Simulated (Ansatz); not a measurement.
# GaH₅O (built from SMILES [H][H].[OH][GaH2]): search for a transition state

Aim: find the saddle point of a four-centre ligand exchange that is to form Ga1–H6, O2–H5 and break Ga1–O2, H5–H6, prove it by its vibrations, and relax downhill on both sides to see what it joins.

Computed with Ansatz 0.2.0, Gaussian basis. Level: PBE0-D4, def2-SVP first, then def2-TZVP.

129 further runs of the same task are left out: 1 that didn't finish, 128 set aside as unsound or not needed.

### Step 1. The starting structure

The guess: 7 atoms, charge 0, spin multiplicity 1.

Atoms are counted from 1 here; the program's logs count them from 0.

Bond lengths: Ga1–O2 2.191 Å, Ga1–H3 1.558 Å, Ga1–H4 1.558 Å, O2–H7 0.957 Å. Angles: O2–Ga1–H3 114.6°, O2–Ga1–H4 112.9°, H3–Ga1–H4 125.3°, Ga1–O2–H7 154.0°.

Coordinates:

```
Ga   -0.2390   -0.9025    0.3168
O    -0.2955    1.1976   -0.3054
H    -0.8132   -1.9049   -0.7285
H    -0.3052   -1.0777    1.8630
H     0.8853    0.7062   -0.4046
H     1.4878   -0.0641   -0.3058
H    -0.7201    2.0454   -0.4355
```

Distances that are to change: Ga1–H6 2.02 Å, O2–H5 1.28 Å, Ga1–O2 2.19 Å, H5–H6 0.98 Å.

### Step 2. Constrained relaxation of the guess

hold/in.yaml

```yaml
crystal:
  periodic: [false, false, false]
  atoms:
    - {symbol: Ga, position_ang: [-0.239000, -0.902500, 0.316800]}
    - {symbol: O, position_ang: [-0.295500, 1.197600, -0.305400]}
    - {symbol: H, position_ang: [-0.813200, -1.904900, -0.728500]}
    - {symbol: H, position_ang: [-0.305200, -1.077700, 1.863000]}
    - {symbol: H, position_ang: [0.885300, 0.706200, -0.404600]}
    - {symbol: H, position_ang: [1.487800, -0.064100, -0.305800]}
    - {symbol: H, position_ang: [-0.720100, 2.045400, -0.435500]}
basis:
  gaussian: {orbitals: def2-SVP}
hamiltonian: {xc: pbe0, dispersion: d4}
relax: {f_tol: 0.08, max_steps: 120, escape_saddle: false, constraints: [{distance: [0, 5]}, {distance: [1, 4]}, {distance: [0, 1]}, {distance: [4, 5]}]}
```

On the command line:

```console
> ansatz run in.yaml --threads 2 --pin off --events-out ev --progress --plain --max-ram 4352MiB
```

After this run come: Force constants to start from; Saddle search in the small basis; Saddle search in triple zeta; Vibrations at the point found; Relaxing after a step of 0.30 Å one way along the mode; Relaxing after a step of 0.30 Å the other way along the mode.

Before running it: what results should come out? Wanted: imaginary mode; barrier from the start side; barrier from the end side; energy of the step; pairs that change; zero-point energy at the saddle.

The runs gave:

| quantity | value |
| --- | --- |
| imaginary mode | 1254i cm⁻¹ |
| barrier from the start side | 84.8 kJ/mol |
| barrier from the end side | 92.8 kJ/mol |
| energy of the step | -7.9 kJ/mol |
| pairs that change | Ga1–H6 formed, O2–H5 formed, Ga1–O2 loosened, H5–H6 broken |
| zero-point energy at the saddle | 1.120 eV |

**Reading.** The point has a single imaginary mode (1254i cm⁻¹), as a transition state must. It joins the planned start and end. A bond meant to break is only loosened at the end: the products stay bound as an adduct. At PBE0-D4/def2-TZVP the electronic barrier is 84.8 kJ/mol, about 34 kT at 298 K, and the step runs 7.9 kJ/mol downhill. The barrier is thin enough for tunnelling; the leading (Wigner) term alone is a factor of 2.5 at 298 K. These are plain relaxations, not an intrinsic reaction coordinate. The ends are the nearest minima, not always the lowest complexes.
